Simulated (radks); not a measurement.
# Ge²⁺ in [Ar] 3d9.75 4s2 4d0.25: an all-electron calculation

What are the levels of the germanium ion Ge2+, how large are its shells, and how does its energy divide?

Method: scalar-relativistic Kohn-Sham, BLYP, spin-polarised, spherical densities, finite nucleus; open shells are filled with parallel spins first. Code: radks (a radial shooting solver on a logarithmic mesh, Libxc functionals) version 1.

### 1 The atom as given

- element: germanium (Z = 32)
- charge: +2
- electrons: 30
- configuration: [Ar] 3d9.75 4s2 4d0.25
- nuclear rms radius: 4.0742 fm

### 2 The calculation

Input:

```text
Z 32
configuration [Ar] 3d9.75 4s2 4d0.25 4p0 5s0 4f0 5d0
relativity scalar-relativistic
functional b88,lyp
spin polarised
nucleus finite rms 4.0742 fm
c 137.035999084
```

Command:

```console
$ python run_ks.py task.json out
```

All runs below come from this command, one after another.

Q: Predict the outcome of this run.

The runs gave:

| quantity | value |
| --- | --- |
| total energy | -2098.00435 hartree |
| exchange-correlation share of it | 3.78 % |
| −T/E | 1.0182 |
| highest occupied level | 4d up, -9.845 eV |
| most extended occupied level | 4d up, <r> = 3.65 bohr |
| radius at density 0.001 e/bohr³ | 3.60 bohr |
| maxima of the radial density | 3 |

4 principal shells are occupied and 3 maxima appear in the radial density; where shells overlap, one shows as a shoulder or not at all. Relativity lifts −T/E to 1.018. This is not the tabulated ground configuration, so its levels and sizes aren't those of the ground state, and no measured value stands beside it.
